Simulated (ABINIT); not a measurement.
## CsLiCr2Te2S3 in ABINIT: convergence with k mesh

Input of the first run (k mesh 1 × 1 × 1); the others differ in this setting and in those tied to it:

Contents of run.abi:

```
# Pseudopotentials
pp_dirpath "./"
pseudos "Cs.GGA_PBE-JTH.xml, Li.GGA_PBE-JTH.xml, Cr.GGA_PBE-JTH.xml, Te.GGA_PBE-JTH.xml, S.GGA_PBE-JTH.xml"

# Structure
acell 7.8754149077 7.8754149077 7.8754176027 Angstrom
rprim
     0.4214749367     0.2433382904     0.8735819104
    -0.4214749367     0.2433382904     0.8735819104
     0.0000000000    -0.4866776841     0.8735816114
ntypat 5
znucl 55 3 24 52 16
natom 9
typat 1 2 3 3 4 4 5 5 5
xred
     0.0000000000     0.0000000000     0.0000000000
     0.5000000000     0.5000000000     0.5000000000
     0.7984800000     0.7984800000     0.7984800000
     0.2015200000     0.2015200000     0.2015200000
     0.6799000000     0.6799000000     0.6799000000
     0.3201000000     0.3201000000     0.3201000000
     0.1362600000     0.8637400000     0.5000000000
     0.5000000000     0.1362600000     0.8637400000
     0.8637400000     0.5000000000     0.1362600000

# Plane-wave basis
ecut 23.0
pawecutdg 45.0
pawxcdev 0

# k points
kptopt 1
ngkpt 1 1 1
nshiftk 1
shiftk 0.0 0.0 0.0

# Exchange and correlation
ixc 11

# Bands and occupations
nband 44
occopt 3
tsmear 0.05 eV

# Spin
nsppol 2
spinat
     0.0000000000     0.0000000000     0.0000000000
     0.0000000000     0.0000000000     0.0000000000
     0.0000000000     0.0000000000     3.0000000000
     0.0000000000     0.0000000000     3.0000000000
     0.0000000000     0.0000000000     0.0000000000
     0.0000000000     0.0000000000     0.0000000000
     0.0000000000     0.0000000000     0.0000000000
     0.0000000000     0.0000000000     0.0000000000
     0.0000000000     0.0000000000     0.0000000000

# SCF cycle
nstep 100
tolvrs 1.0e-9

# Output
iomode 3
prtwf 0
prtden 0
prteig 0
prtebands 0
enunit 1
```

Potentials or basis: JTH PAW PBE v2.0.

The run is started by

```console
$ mpirun --bind-to none -np 2 abinit run.abi > log 2>&1
```

The cell was built by a generator and needn't be a form met in nature.

Hardware: AMD EPYC 7571, on a shared host.

Problem. The values tried are 1 × 1 × 1, 2 × 2 × 2, 3 × 3 × 3, 4 × 4 × 4, 5 × 5 × 5, 6 × 6 × 6, loosest first. From which on does the largest force stay within 0.005 eV/Å of the tightest run that finished?

Solution. From 5 × 5 × 5 on.

| k mesh | energy less the tightest run, at zero smearing (meV/atom) | pressure (GPa) | largest force (eV/Å) | largest site moment (μB) | SCF cycles | CPU time (s) |
| --- | --- | --- | --- | --- | --- | --- |
| 1 × 1 × 1 | -7.81 | 0.04 | 1.036 | 2.40 | 29 | 310 |
| 2 × 2 × 2 | 7.79 | 0.11 | 0.071 | 2.19 | 29 | 980 |
| 3 × 3 × 3 | -0.60 | 0.01 | 0.084 | 2.19 | 31 | 2100 |
| 4 × 4 × 4 | 0.16 | -0.01 | 0.074 | 2.18 | 31 | 3700 |
| 5 × 5 × 5 | 0.03 | -0.01 | 0.081 | 2.18 | 30 | 5000 |
| 6 × 6 × 6 | 0.00 | -0.01 | 0.083 | 2.19 | 31 | 8500 |

Against the tightest run, the energy stays within 1 meV/atom from 3 × 3 × 3 on; the pressure stays within 0.1 GPa from 3 × 3 × 3 on; the largest site moment stays within 0.02 μB from 2 × 2 × 2 on. Meshes of other sizes hit other points, so gaps and Fermi surfaces needn't settle smoothly. The tightest run that finished is the yardstick and may itself not be fully converged.

Caveat, for the tightest run too: only a ferromagnetic start was run, and an antiferromagnetic order may lie lower in energy. Spin-orbit coupling is left out, which matters for the levels of Cs, Te.
